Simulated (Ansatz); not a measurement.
# SmO5: the cost of one run

Method: DFT PBE, scalar-relativistic, plane waves, PAW; 4f electrons in the core of a trivalent norm-conserving potential, in Ansatz 0.2.0.

## Step 1: The system as given

The structure is hexagonal, space group P6mm (No. 183). The conventional cell has a = 4.231 Å, b = 4.231 Å, c = 5.260 Å, α = 90.00°, β = 90.00°, γ = 120.00°. Around Sm (site symmetry 6mm) lie 8 O at 2.58 to 2.68 Å. O (site symmetry 6mm) is surrounded by 12 O at 2.55 to 2.85 Å and 2 Sm at 2.58 to 2.68 Å. O (site symmetry 3m) has 7 O at 2.20 to 2.55 Å in its first shell of neighbours. O (site symmetry 3m) is surrounded by 4 O at 2.20 to 2.44 Å and 3 Sm at 2.68 Å.

As a file:

```
CELL_PARAMETERS angstrom
4.23072 0.00000 0.00000
-2.11536 3.66391 0.00000
0.00000 0.00000 5.26041
ATOMIC_POSITIONS crystal
Sm 0.00000 0.00000 0.82501
O 0.00000 0.00000 0.31625
O 0.33333 0.66667 0.45274
O 0.66667 0.33333 0.45274
O 0.33333 0.66667 0.03543
O 0.66667 0.33333 0.03543
```

Recipe of the guess: random cell by space group and Wyckoff sites (P6mm, No. 183). The dimensions are guesses.

## Step 2: The guess as it stands, on a coarse mesh

input.yaml reads:

```yaml
crystal:
  lattice:
    - [4.23072364, 0.0, 0.0]
    - [-2.11536182, 3.66391415, 0.0]
    - [0.0, 0.0, 5.26040726]
  atoms:
    - { symbol: Sm, position: [0.0, 0.0, 0.82500642] }
    - { symbol: O, position: [0.0, 0.0, 0.31625249] }
    - { symbol: O, position: [0.33333333, 0.66666667, 0.45274361] }
    - { symbol: O, position: [0.66666667, 0.33333333, 0.45274361] }
    - { symbol: O, position: [0.33333333, 0.66666667, 0.03542934] }
    - { symbol: O, position: [0.66666667, 0.33333333, 0.03542934] }
basis:
  ecutwfc: 690
kpoints:
  mp_grid: { grid: [6, 6, 4] }
hamiltonian:
  xc: pbe
  pseudopotentials:
    kind: paw
    azcp: { Sm: "pseudopotentials/pbe/nc/lanthanide_3plus/Sm.nc.azcp" }
scf:
  occupations: { method: gaussian, width: 0.1 }
  lower_state_search: "off"
output:
  forces: true
  stress: true
  eigenvalues: true
```

The run is started by

```bash
$ ansatz run input.yaml --threads 1 --pin off --max-ram 2560MiB --backend cpu --events-out ev --progress --plain --runs-dir out
```

Q: Estimate wall time and peak memory on 1 thread of Arm Neoverse V1, shared host.

About 12 s, with a peak of 0.34 GiB.
